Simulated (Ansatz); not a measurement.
The system is NiMoIrPdW.

```
Ni Mo Pd Ir W
1.0
     4.14670    0.00000    0.00000
    -2.07335    3.59115    0.00000
     0.00000    0.00000    5.41629
Ni Mo Pd Ir W
1 1 1 1 1
Direct
  0.00000 0.00000 0.02221
  0.66667 0.33333 0.45996
  0.33333 0.66667 0.74601
  0.33333 0.66667 0.25641
  0.66667 0.33333 0.99985
```

The cell was built by a generator and needn't be a form met in nature.

Base run:

| Item | Value |
| --- | --- |
| Program | Ansatz 0.2.0 |
| Functional | PBE |
| Potentials or basis | Ansatz PAW |
| Cutoff | 420 eV (not typed: the program's choice for these potentials) |
| k mesh | 7 × 7 × 5 |
| Occupations | fermi-dirac, width 0.05 eV |
| Spin | collinear spin, ferromagnetic start |
| Starting moments | [1.0, 1.0, 0.0, 0.6, 0.0] μB |
| Hubbard terms | Ir d U = 4 eV, Mo d U = 4 eV, Ni d U = 4 eV, Pd d U = 4 eV, W d U = 4 eV |

Its results: band gap on the k mesh none (metal or under the smearing width); pressure 10.7 GPa; net moment -1.50 μB per cell; largest force 2.443 eV/Å.

Question: The run is repeated on the same cell with these changes: hubbard terms from Ir d U = 4 eV, Mo d U = 4 eV, Ni d U = 4 eV, Pd d U = 4 eV, W d U = 4 eV to none; hubbard projectors from ortho-atomic (the default) to none. What comes out?

Answer: Band gap on the k mesh none (metal or under the smearing width); pressure 0.0 GPa; net moment 0.00 μB per cell; largest force 0.158 eV/Å.

Caveats: the starting moments weren't kept; the magnetic or orbital state may not be the lowest (some runs); the U is typed as a test and isn't derived for this compound (some runs); forces of over 1 eV/Å show positions far from the minimum, so gaps and moduli don't describe the material at rest (some runs).
